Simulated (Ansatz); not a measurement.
# BGeH8NSi: one species, many methods

An exercise on one series of results from a longer session: the logs are not shown, and one member is left open.

Program: Ansatz 0.2.0, Gaussian basis. Level of theory: functionals in def2-TZVPP, the program's frozen cores in correlated methods. These are calculated values, not measurements.

The runs, in order: PBE-D4, r2SCAN-D4, PBE0-D4, B3LYP-D4, ωB97X-V, ωB97M-V, B2PLYP; CCSD(T)/def2-TZVPP; MP2/def2-QZVPP; extrapolation to the limit.

### The relaxed structure

The geometry comes from an earlier relaxation with PBE0-D4 in a triple-zeta def2 set; it is a stationary point, not always the lowest conformer.

12 atoms, charge 0, spin multiplicity 1.

Atoms are counted from 1 here; the program's logs count them from 0.

Bond lengths: N1–B2 1.386 Å, N1–H5 1.009 Å, N1–H6 1.009 Å, B2–Si3 2.017 Å, B2–Ge4 2.070 Å, Si3–H7 1.491 Å, Si3–H8 1.491 Å, Si3–H9 1.495 Å, Ge4–H10 1.541 Å, Ge4–H11 1.547 Å, Ge4–H12 1.541 Å. Angles: B2–N1–H5 123.6°, B2–N1–H6 123.3°, H5–N1–H6 113.1°, N1–B2–Si3 119.7°, N1–B2–Ge4 118.1°, Si3–B2–Ge4 122.1°, B2–Si3–H7 110.9°, B2–Si3–H8 111.0°, B2–Si3–H9 112.1°, H7–Si3–H8 107.2°, H7–Si3–H9 107.7°, H8–Si3–H9 107.7°, B2–Ge4–H10 112.0°, B2–Ge4–H11 111.5°, B2–Ge4–H12 112.0°, H10–Ge4–H11 107.2°, H10–Ge4–H12 106.7°, H11–Ge4–H12 107.2°.

Set-up of the first run:

Contents of in.yaml:

```yaml
crystal:
  periodic: [false, false, false]
  atoms:
    - {symbol: N, position_ang: [-1.186568, 1.244526, -0.225127]}
    - {symbol: B, position_ang: [-0.241107, 0.252476, -0.016856]}
    - {symbol: Si, position_ang: [0.196167, -0.334066, 1.862933]}
    - {symbol: Ge, position_ang: [0.679944, -0.580692, -1.672527]}
    - {symbol: H, position_ang: [-1.450119, 1.581808, -1.138394]}
    - {symbol: H, position_ang: [-1.682103, 1.703361, 0.523974]}
    - {symbol: H, position_ang: [1.639037, -0.116165, 2.167141]}
    - {symbol: H, position_ang: [-0.078284, -1.787725, 2.045514]}
    - {symbol: H, position_ang: [-0.601864, 0.411623, 2.883651]}
    - {symbol: H, position_ang: [2.207399, -0.378148, -1.645559]}
    - {symbol: H, position_ang: [0.157735, 0.047539, -2.986594]}
    - {symbol: H, position_ang: [0.436661, -2.099636, -1.764158]}
basis:
  gaussian: {orbitals: def2-TZVPP}
hamiltonian: {xc: pbe, dispersion: d4}
output: {forces: true, orbitals: {seedname: orbitals}}
```

Launch:

```
> ansatz run in.yaml --threads 4 --pin off --events-out ev --progress --plain --max-ram 10444MiB
```

Steps of the session up to this table: PBE-D4 (GGA); r2SCAN-D4 (meta-GGA); PBE0-D4 (hybrid); B3LYP-D4 (hybrid); ωB97X-V (range-separated); ωB97M-V (range-separated); B2PLYP (double hybrid); CCSD(T) in def2-TZVPP; MP2 in def2-QZVPP.

One of the session's tables, all rows but one given; the rest of the session is left out.

```
            method  atomisation energy (kcal/mol)
            PBE-D4                          894.7
         r2SCAN-D4                          893.3
           PBE0-D4                          887.1
          B3LYP-D4                              ?
           ωB97X-V                          899.3
           ωB97M-V                          892.5
            B2PLYP                          881.6
     HF/def2-TZVPP                          658.2
    MP2/def2-TZVPP                          868.2
   CCSD/def2-TZVPP                          862.0
CCSD(T)/def2-TZVPP                          872.1
           MP2/CBS                          888.7
       CCSD(T)/CBS                          892.5
```

Estimate the missing values for B3LYP-D4.

As computed: atomisation energy (kcal/mol): 894.6. In the column «atomisation energy (kcal/mol)» it lies between r2SCAN-D4 (893.3) and PBE-D4 (894.7).
